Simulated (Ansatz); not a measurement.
# C4H11B: the cost of one run

All numbers below are computed with Ansatz 0.2.0 (RKS PBE0-D4/def2-mTZVP).

## Step 1: The starting structure

Bond lengths: B1–C2 1.845 Å, C2–C3 1.489 Å, B1–C5 1.592 Å, B1–C6 1.590 Å, C2–H7 1.079 Å, C2–H8 1.079 Å, C3–H9 1.081 Å, C3–H10 1.082 Å, C5–H11 1.088 Å, C5–H12 1.090 Å, C5–H13 1.088 Å, C6–H14 1.089 Å, C6–H15 1.087 Å, C6–H16 1.090 Å. Angles (14 of 24 angles, heavy atoms first): B1–C2–C3 77.0°, C2–B1–C5 116.9°, C2–B1–C6 113.7°, C5–B1–C6 124.2°, B1–C2–H7 116.5°, B1–C2–H8 114.4°, C3–C2–H7 116.1°, C3–C2–H8 115.2°, C2–C3–H9 115.5°, C2–C3–H10 117.3°, B1–C5–H11 113.3°, B1–C5–H12 112.1°, B1–C5–H13 110.4°, B1–C6–H14 113.3°.

Structure file:

```xyz
16

B     0.2328   -0.2132   -0.2066
C    -0.0117    1.3268    0.7788
C    -1.3304    0.6448    0.8912
H    -1.1644   -0.5799    0.2575
C     0.0235   -0.1028   -1.7812
C     1.1818   -1.2778    0.4972
H    -0.0023    2.2566    0.2308
H     0.5632    1.3679    1.6907
H    -2.1333    1.0860    0.3166
H    -1.6452    0.3321    1.8781
H    -0.7253    0.6333   -2.0649
H    -0.2740   -1.0536   -2.2237
H     0.9521    0.1882   -2.2671
H     1.0539   -2.2895    0.1147
H     1.0596   -1.3162    1.5768
H     2.2195   -1.0028    0.3111
```

## Step 2: A restrained relaxation towards end A

Springs on the bonds that form and break draw the guess towards this end; the thresholds are loose.

input.yaml

```yaml
crystal:
  periodic: [false, false, false]
  atoms:
    - { symbol: B, position_ang: [0.2328, -0.2132, -0.2066] }
    - { symbol: C, position_ang: [-0.0117, 1.3268, 0.7788] }
    - { symbol: C, position_ang: [-1.3304, 0.6448, 0.8912] }
    - { symbol: H, position_ang: [-1.1644, -0.5799, 0.2575] }
    - { symbol: C, position_ang: [0.0235, -0.1028, -1.7812] }
    - { symbol: C, position_ang: [1.1818, -1.2778, 0.4972] }
    - { symbol: H, position_ang: [-0.0023, 2.2566, 0.2308] }
    - { symbol: H, position_ang: [0.5632, 1.3679, 1.6907] }
    - { symbol: H, position_ang: [-2.1333, 1.086, 0.3166] }
    - { symbol: H, position_ang: [-1.6452, 0.3321, 1.8781] }
    - { symbol: H, position_ang: [-0.7253, 0.6333, -2.0649] }
    - { symbol: H, position_ang: [-0.274, -1.0536, -2.2237] }
    - { symbol: H, position_ang: [0.9521, 0.1882, -2.2671] }
    - { symbol: H, position_ang: [1.0539, -2.2895, 0.1147] }
    - { symbol: H, position_ang: [1.0596, -1.3162, 1.5768] }
    - { symbol: H, position_ang: [2.2195, -1.0028, 0.3111] }
basis:
  gaussian: { orbitals: def2-mTZVP }
hamiltonian:
  xc: pbe0
  dispersion: d4
relax:
  f_tol: 0.15
  max_steps: 25
  restrain:
    - { distance: [0, 3], at: 2.45, k: 30.0 }
    - { distance: [0, 1], at: 1.6, k: 30.0 }
    - { distance: [2, 3], at: 1.07, k: 30.0 }
```

Command:

```bash
$ ansatz run input.yaml --threads 4 --pin off --max-ram 5120MiB --backend cpu --events-out ev --progress --plain --runs-dir out
```

Q: Estimate wall time and peak memory on 4 threads of Arm Neoverse N1, shared host.

About 32 s, with a peak of 0.31 GiB.
